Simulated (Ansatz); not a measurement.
# CH8BClSi2: the cost of one run

Method: RKS LDA/STO-3G, in Ansatz 0.2.0.

## (1) The system as given

Bond lengths: C1–B2 1.526 Å, B2–Si3 1.929 Å, Si3–Si4 2.246 Å, Si4–Cl5 2.160 Å, C1–H6 1.090 Å, C1–H7 1.154 Å, C1–H8 1.108 Å, B2–H9 1.224 Å, Si3–H10 1.518 Å, Si3–H11 1.446 Å, Si4–H12 1.416 Å, Si4–H13 1.464 Å. Angles (14 of 21 angles, heavy atoms first): C1–B2–Si3 119.4°, B2–Si3–Si4 111.9°, Si3–Si4–Cl5 106.0°, C1–B2–H9 119.9°, Si3–B2–H9 120.8°, B2–C1–H6 114.5°, B2–C1–H7 109.5°, B2–C1–H8 110.8°, B2–Si3–H10 107.6°, B2–Si3–H11 110.0°, Si4–Si3–H10 106.8°, Si4–Si3–H11 111.5°, Si3–Si4–H12 111.2°, Si3–Si4–H13 110.4°.

Coordinates:

```xyz
13

C    -1.7681   -0.2535    0.8792
B    -0.3189   -0.4977    1.2916
Si    1.0170   -0.7815   -0.0710
Si    1.2972    1.0363   -1.3593
Cl   -0.5313    1.2517   -2.4887
H    -2.1962   -1.0346    0.2510
H    -1.8377    0.7328    0.2834
H    -2.4077   -0.0865    1.7681
H    -0.0208   -0.5332    2.4783
H     2.3410   -1.0304    0.6283
H     0.6777   -1.9440   -0.8618
H     2.3807    0.8669   -2.2543
H     1.3876    2.2390   -0.5301
```

## (2) End point A

Contents of input.yaml:

```yaml
crystal:
  periodic: [false, false, false]
  atoms:
    - { symbol: C, position_ang: [-1.7681, -0.2535, 0.8792] }
    - { symbol: B, position_ang: [-0.3189, -0.4977, 1.2916] }
    - { symbol: Si, position_ang: [1.017, -0.7815, -0.071] }
    - { symbol: Si, position_ang: [1.2972, 1.0363, -1.3593] }
    - { symbol: Cl, position_ang: [-0.5313, 1.2517, -2.4887] }
    - { symbol: H, position_ang: [-2.1962, -1.0346, 0.251] }
    - { symbol: H, position_ang: [-1.8377, 0.7328, 0.2834] }
    - { symbol: H, position_ang: [-2.4077, -0.0865, 1.7681] }
    - { symbol: H, position_ang: [-0.0208, -0.5332, 2.4783] }
    - { symbol: H, position_ang: [2.341, -1.0304, 0.6283] }
    - { symbol: H, position_ang: [0.6777, -1.944, -0.8618] }
    - { symbol: H, position_ang: [2.3807, 0.8669, -2.2543] }
    - { symbol: H, position_ang: [1.3876, 2.239, -0.5301] }
basis:
  gaussian: { orbitals: STO-3G }
hamiltonian:
  xc: lda
relax:
  f_tol: 0.02
  max_steps: 50
```

Launch:

```console
> ansatz run input.yaml --threads 1 --pin off --max-ram 2048MiB --backend cpu --events-out ev --progress --plain --runs-dir out
```

Q: Estimate wall time and peak memory on 1 thread of Arm Neoverse V1, shared host.

About 50 s, with a peak of 0.15 GiB.
